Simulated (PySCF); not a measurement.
# WNCl: singlet, from a bent start

Where does singlet WNCl go from a bent start, is the end point a minimum, and what are its modes, charges and moments?

The runs use PySCF 2.14.0; PBE0, basis W def2-TZVP with ECP60, N def2-TZVP, Cl def2-TZVP, scalar-relativistic core potentials, no spin–orbit coupling, density fitting.

**1. Where the work starts**

3 atoms, charge 0, spin multiplicity 1.

Bond lengths: W1–N2 1.800 Å, W1–Cl3 2.360 Å. Angles: N2–W1–Cl3 110.0°.

Coordinates in bohr (charge 0 multiplicity 1):
```
W     0.0000    0.0000    0.0000
N    -2.7864    0.0000    1.9510
Cl    3.6532    0.0000    2.5579
```

**2. The SCF at the typed geometry**

One driver script runs all steps and calls PySCF; scf.py shows how it sets up the SCF of each step. The optimiser is the driver's own. After this first run the driver tries any further starts and a stability analysis.

scf.py reads:

```python
from pyscf import gto, scf, dft
mol = gto.M(atom='''
W      0.000000     0.000000     0.000000
N     -1.474500     0.000000     1.032400
Cl     1.933200     0.000000     1.353600''',
    basis={'W': 'def2-TZVP', 'N': 'def2-TZVP', 'Cl': 'def2-TZVP'},
    ecp={'W': 'def2-TZVP'},
    charge=0, spin=0)
mf = dft.RKS(mol, xc='PBE0')
mf.grids.atom_grid = (50, 194)
aux = {'W': 'def2-universal-JKFIT', 'N': 'def2-universal-JKFIT', 'Cl': 'def2-universal-JKFIT'}
mf = mf.density_fit(auxbasis=aux)
mf.conv_tol = 1e-08
mf.diis_space = 10
mf.max_cycle = 60
mf.init_guess = 'minao'
mf.verbose = 4
mf.kernel()
```

The run is started by

```console
$ OMP_NUM_THREADS=2 python axn.py task.json out
```

After this run come: Bent start, singlet: relaxation; Hessian and properties; The broken-symmetry singlet; Is it a minimum? Harmonic modes.

Before running it: what results should come out? Wanted: minimum; geometry; wavenumbers; dipole moment; highest occupied, lowest empty level; polar-tensor charge of W1; zero-point energy; atomisation energy; ⟨S²⟩.

As calculated:

| quantity | value |
| --- | --- |
| minimum | broken-symmetry (Ms = 0), Cs |
| geometry | W–Cl 2.250 Å, W–N 1.650 Å; Cl–W–N 107.2° |
| wavenumbers (cm⁻¹) | 229, 404, 1164 |
| dipole moment | 3.94 D |
| highest occupied, lowest empty level (either spin) | -6.61, -3.24 eV |
| polar-tensor charge of W1 | +1.08 e |
| zero-point energy | 10.7 kJ/mol |
| entropy at 298.15 K | 294.5 J/(mol K) |
| atomisation energy (no zero-point energy) | 982 kJ/mol |
| ⟨S²⟩ | 0.935 |

**Reading.** The molecule stays Cs, as typed, and the end point is a minimum. The determinant is spin-contaminated (⟨S²⟩ = 0.94 against 0.00), so it is no pure spin state. In the infrared the band at 1164 cm⁻¹ (stretch) leads. Only this shape and spin were tried, so other structures or states may lie lower. The SCF density has lower symmetry than the nuclear frame. Spin–orbit coupling, left out here, can matter for elements this heavy.
